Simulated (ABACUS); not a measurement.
Runs of ABACUS 3.10.1 on Ba2Tl5V3O12. It takes space group C2 (No. 5, monoclinic). Conventional cell: a = 12.980 Å, b = 13.354 Å, c = 6.079 Å, α = 90.00°, β = 109.30°, γ = 90.00°. Ba (site symmetry 2) has 6 O at 2.58 to 2.76 Å as nearest neighbours. Ba (site symmetry 2) has 8 O at 2.76 to 3.03 Å as nearest neighbours. V (site symmetry 1) has 4 O at 1.72 to 1.75 Å as nearest neighbours. V (site symmetry 2) is surrounded by 4 O at 1.71 to 1.76 Å. Tl (site symmetry 1) is surrounded by 3 O at 2.57 to 2.74 Å. Tl (site symmetry 2) has 4 O at 2.66 to 2.69 Å as nearest neighbours. Around Tl (site symmetry 1) lie 3 O at 2.55 to 2.75 Å. O (site symmetry 1) has 1 V at 1.75 Å as nearest neighbours. The cell was built by a generator and needn't be a form met in nature.

```csv
task,level,potentials or basis,cell,k mesh,cutoff (eV),smearing,SCF threshold on the density,eigensolver,symmetry key,path,points for each segment of the path,mesh quality,gap on the mesh (eV),pressure (GPa),moment (μB),V0 of scaled cells (Å³/atom),B0 (GPa),largest force (eV/Å)
single point,PBE,"SPMS ONCV 1.0 PBE, DZP LCAO (the cutoffs set its grid)",as given,2 × 2 × 4,1361,fermi-dirac 0.05 eV,1e-07,genelpa,1,-,-,not flagged,2.88,1.2,0.00,-,-,0.27
single point,PBE,"PseudoDojo NC SR 0.4.1 PBE standard, DZP LCAO (the cutoffs set its grid)",as given,3 × 3 × 5,1361,fermi-dirac 0.05 eV,1e-07,genelpa,1,-,-,not flagged,(a),1.2,0.00,-,-,0.22
relaxation of cell and atoms,PBE,"PseudoDojo NC SR 0.4.1 PBE standard, plane waves",relaxed,2 × 2 × 4,1143,fermi-dirac 0.1 eV,1e-08,dav,1,-,-,not flagged,(d),0.1,0.00,-,-,0.02
single point,r2SCAN,"SG15 ONCV 1.2 PBE, DZP LCAO (the cutoffs set its grid)",as given,2 × 2 × 3,1361,fermi-dirac 0.05 eV,1e-07,genelpa,1,-,-,not flagged,3.26,-1.0,0.00,-,-,0.33
equation of state,r2SCAN,"SG15 ONCV 1.2 PBE, DZP LCAO (the cutoffs set its grid)",as given,2 × 2 × 3,1361,fermi-dirac 0.05 eV,1e-07,genelpa,1,-,-,coarse,-,-,-,(c),78,-
equation of state,PBE,"SPMS ONCV 1.0 PBE, DZP LCAO (the cutoffs set its grid)",as given,2 × 2 × 4,1361,fermi-dirac 0.05 eV,1e-07,genelpa,1,-,-,not flagged,-,-,-,22.97,(b),-
```

Alike in all rows: spin collinear, ferromagnetic start.

**Question.** Estimate the missing entries.

**Answer.** (a) 2.87; (b) 71; (c) 22.30; (d) 2.91.

Caveats: some runs use coarse meshes; the atomic orbitals were generated for these runs and aren't a published set (some runs); the basis of atomic orbitals isn't converged, which shifts pressures, moduli and gaps (some runs); spin-orbit coupling is left out, which as a rule narrows the gap of such compounds by several tenths of an eV (some runs); this release of the barium file is off (some runs); an odd mesh through Γ misses points on the zone boundary, where band edges often lie (some runs); the potentials were made for another functional, which shifts forces and pressure (some runs); the cell was scaled at fixed shape and fractional positions, which overstates the stiffness of a crystal with free parameters, most of all of layers and chains (some runs).

A k mesh can miss the band edges, and the runs leave out spin-orbit coupling on Ba, Tl.
